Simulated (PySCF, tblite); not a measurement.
# C7H11BO2: geometry, infrared bands and NMR shifts

Wanted: the infrared bands and NMR shifts of C7H11BO2 (`CB(C)Oc1ccc(C)o1`), by calculation.

The runs use tblite 0.8.0 and PySCF 2.14.0, with density-fitted response routines of our own; the level of theory stands in each step. All values are computed, except where a source is named. Atoms are numbered from 0 throughout.

## (1) The molecule as given

21 atoms, charge 0, multiplicity 1; geometry from: force field or distance geometry start.

Bonds of the start (Å): C0–B1 1.60, B1–C2 1.61, B1–O3 1.49, O3–C4 1.40, C4–C5 1.39, C5–C6 1.37, C6–C7 1.39, C7–C8 1.49, C7–O9 1.30, O9–C4 1.31, C0–H10 1.11, C0–H11 1.11, C0–H12 1.11, C2–H13 1.10, C2–H14 1.11, C2–H15 1.12, C5–H16 1.08, C6–H17 1.08, C8–H18 1.12, C8–H19 1.11, C8–H20 1.11.

## (2) Relaxing the molecule with GFN2-xTB

What the job is given:

```
{"job": {"kind": "relax", "xc": "GFN2-xTB", "basis": "xTB"}, "charge": 0, "multiplicity": 1}
C      3.601300    -0.026900    -0.725500
B      2.085900     0.019100    -0.211100
C      1.807900     0.217900     1.358700
O      0.992000    -0.139600    -1.211600
C     -0.375500    -0.139100    -0.905500
C     -1.374000    -0.289300    -1.858600
C     -2.555100    -0.214000    -1.160400
C     -2.194900    -0.025200     0.170100
C     -3.144700     0.118000     1.307800
O     -0.898700     0.015700     0.287600
H      3.781200    -1.002000    -1.217500
H      3.741000     0.788100    -1.459800
H      4.302900     0.108000     0.123400
H      2.752000     0.318900     1.918600
H      1.237000    -0.644100     1.750500
H      1.198500     1.145800     1.514600
H     -1.244400    -0.428000    -2.918000
H     -3.557500    -0.296200    -1.562300
H     -3.679600     1.096200     1.229300
H     -2.589500     0.092000     2.273800
H     -3.894700    -0.698100     1.295500
```

Run with:

```
> OMP_NUM_THREADS=1 python probes_run.py task.json out
```

This one command runs all jobs of the session in turn.

**Question.** This job is followed by: GFN2-xTB harmonic vibrations, gas phase; GIAO PBE0/pcSseg-1 NMR shielding, non-relativistic, gas phase. What will the session give for the following? strongest single infrared mode (GFN2-xTB); zero-point energy (GFN2-xTB); 13C shifts against TMS (PBE0/pcSseg-1, means over atoms taken as alike); 1H shifts against TMS (PBE0/pcSseg-1, means over atoms taken as alike); 11B shifts against BF3·OEt2 (PBE0/pcSseg-1); 17O shifts against H2O (PBE0/pcSseg-1).

The runs gave:

| quantity | value |
| --- | --- |
| strongest single infrared mode (GFN2-xTB) | 1306 cm⁻¹, 444 km/mol |
| zero-point energy (GFN2-xTB) | 104.8 kcal/mol |
| 13C shifts against TMS (PBE0/pcSseg-1, means over atoms taken as alike) | 162.1, 145.9, 114.2, 97.7, 15.4, 9.4 ppm |
| 1H shifts against TMS (PBE0/pcSseg-1, means over atoms taken as alike) | 6.28, 5.84, 2.44, 0.76 ppm |
| 11B shifts against BF3·OEt2 (PBE0/pcSseg-1) | 52.8 ppm |
| 17O shifts against H2O (PBE0/pcSseg-1) | 298.7, 224.4 ppm |

Over 30 steps the energy fell by 0.674 eV; of the close pairs, B1–O3 changed most, 1.491 to 1.354 Å. The lowest mode is imaginary (97i cm⁻¹), so the xTB geometry is not a minimum. The strongest single mode, at 1306 cm⁻¹, has its largest shares on O3, B1 and C4 (the list is cut at 3 atoms). Unscaled tight-binding wavenumbers are off by several per cent, some by more. Its intensities can rank the bands wrongly. At PBE0/pcSseg-1: The largest span, 321 ppm, is at O3, where the paramagnetic term is -284 ppm. NICS(1)zz of -22 ppm above the planar ring from C4 marks a diatropic (aromatic) ring current.
